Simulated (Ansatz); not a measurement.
**CH6GeTe: basis-set convergence**

An exercise on one series of results from a longer session: the logs are not shown, and one member is left open.

Method: one geometry, several basis sets; program: Ansatz 0.2.0, Gaussian basis.

Levels to be run: PBE0-D4/def2-SVP; ωB97M-V/def2-SVP; PBE0-D4/def2-QZVPP; ωB97M-V/def2-QZVPP; the functionals' def2-TZVPP values are taken from earlier runs.

### The relaxed structure

All runs share one geometry, relaxed beforehand with PBE0-D4 in a triple-zeta def2 set. Te takes the def2 core potential; no spin-orbit term is included.

SMILES `C[Te][GeH3]`, 9 atoms, charge 0, spin multiplicity 1.

Atoms are counted from 1 here; the program's logs count them from 0.

Bond lengths: C1–Te2 2.149 Å, C1–H4 1.087 Å, C1–H5 1.089 Å, C1–H6 1.087 Å, Te2–Ge3 2.547 Å, Ge3–H7 1.535 Å, Ge3–H8 1.539 Å, Ge3–H9 1.539 Å. Angles: Te2–C1–H4 109.8°, Te2–C1–H5 106.6°, Te2–C1–H6 109.8°, H4–C1–H5 109.8°, H4–C1–H6 111.0°, H5–C1–H6 109.8°, C1–Te2–Ge3 94.1°, Te2–Ge3–H7 107.2°, Te2–Ge3–H8 110.4°, Te2–Ge3–H9 110.4°, H7–Ge3–H8 110.0°, H7–Ge3–H9 110.0°, H8–Ge3–H9 108.8°.

Set-up of the first run:

in.yaml

```yaml
crystal:
  periodic: [false, false, false]
  atoms:
    - {symbol: C, position_ang: [-0.794078, 1.189533, -0.988795]}
    - {symbol: Te, position_ang: [1.269120, 0.615190, -0.807314]}
    - {symbol: Ge, position_ang: [0.808308, -1.165802, 0.953864]}
    - {symbol: H, position_ang: [-1.384421, 0.340918, -1.326150]}
    - {symbol: H, position_ang: [-0.831356, 1.983424, -1.732822]}
    - {symbol: H, position_ang: [-1.158116, 1.562333, -0.034387]}
    - {symbol: H, position_ang: [2.155697, -1.803978, 1.318928]}
    - {symbol: H, position_ang: [-0.147089, -2.235598, 0.396863]}
    - {symbol: H, position_ang: [0.170436, -0.532419, 2.202614]}
basis:
  gaussian: {orbitals: def2-SVP}
hamiltonian: {xc: pbe0, dispersion: d4}
output: {orbitals: {seedname: orbitals}}
```

Launch:

```bash
$ ansatz run in.yaml --threads 4 --pin off --events-out ev --progress --plain --max-ram 10444MiB
```

Among the steps run: PBE0-D4 in def2-SVP; ωB97M-V in def2-SVP; PBE0-D4 in def2-QZVPP; ωB97M-V in def2-QZVPP.

One of the session's tables, all rows but one given; the rest of the session is left out.

It belongs to the step «Functionals by basis». 

```
functional       basis  HOMO (eV)
   PBE0-D4    def2-SVP          ?
   PBE0-D4  def2-TZVPP      -6.06
   PBE0-D4  def2-QZVPP      -6.07
   ωB97M-V    def2-SVP      -8.02
   ωB97M-V  def2-TZVPP      -8.14
   ωB97M-V  def2-QZVPP      -8.15
```

**Question.** Estimate the row for PBE0-D4, def2-SVP.

**Answer.** HOMO (eV): -5.97. In the column «HOMO (eV)» it is the highest.
